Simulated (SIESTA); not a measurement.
Crystal: NiMoIrPdW.

```
Ni Mo Pd Ir W
1.0
     4.14670    0.00000    0.00000
    -2.07335    3.59115    0.00000
     0.00000    0.00000    5.41629
Ni Mo Pd Ir W
1 1 1 1 1
Direct
  0.00000 0.00000 0.02221
  0.66667 0.33333 0.45996
  0.33333 0.66667 0.74601
  0.33333 0.66667 0.25641
  0.66667 0.33333 0.99985
```

The cell was built by a generator and needn't be a form met in nature.

Base run:

```yaml
Program: SIESTA 5.4.2
Functional: PBE
Potentials_or_basis: PseudoDojo 0.4 standard (PBE files)
Basis: DZP (energy shift 0.003 Ry; two zetas on semicore shells)
Grid_cutoff: 800 Ry
Energy_shift: 0.003 Ry
k_mesh: 7 × 7 × 5
Occupations: fermi-dirac, width 0.05 eV
Spin: collinear spin, ferromagnetic start
Starting_moments: "[1.0, 1.0, 0.0, 0.6, 0.0] μB"
```

Its results: band gap on the k mesh none (metal or under the smearing width); pressure 2.9 GPa; net moment 0.00 μB per cell; largest force 0.706 eV/Å.

Task: After a change of settings the same cell gave: band gap on the k mesh none (metal or under the smearing width); pressure 6.6 GPa; net moment 0.00 μB per cell; largest force 0.735 eV/Å. Which change was it?
A. functional from PBE to RPBE
B. functional from PBE to LDA; potentials or basis from PseudoDojo 0.4 standard (PBE files) to PseudoDojo 0.4 standard (LDA files)
C. functional from PBE to BLYP

Result: A.

RPBE binds less tightly than PBE, so the same cell stands under more pressure.

Caveats: short orbitals over semicore shells can move pressures by several GPa; the valence orbitals were made in a potential fitted to the semicore shell under them, which widens gaps by tenths of an eV or more; the basis of atomic orbitals isn't converged, which shifts pressures, moduli and gaps; the potentials were made for another functional, which shifts forces and pressure (some runs).

Not every run made on this cell is shown here.
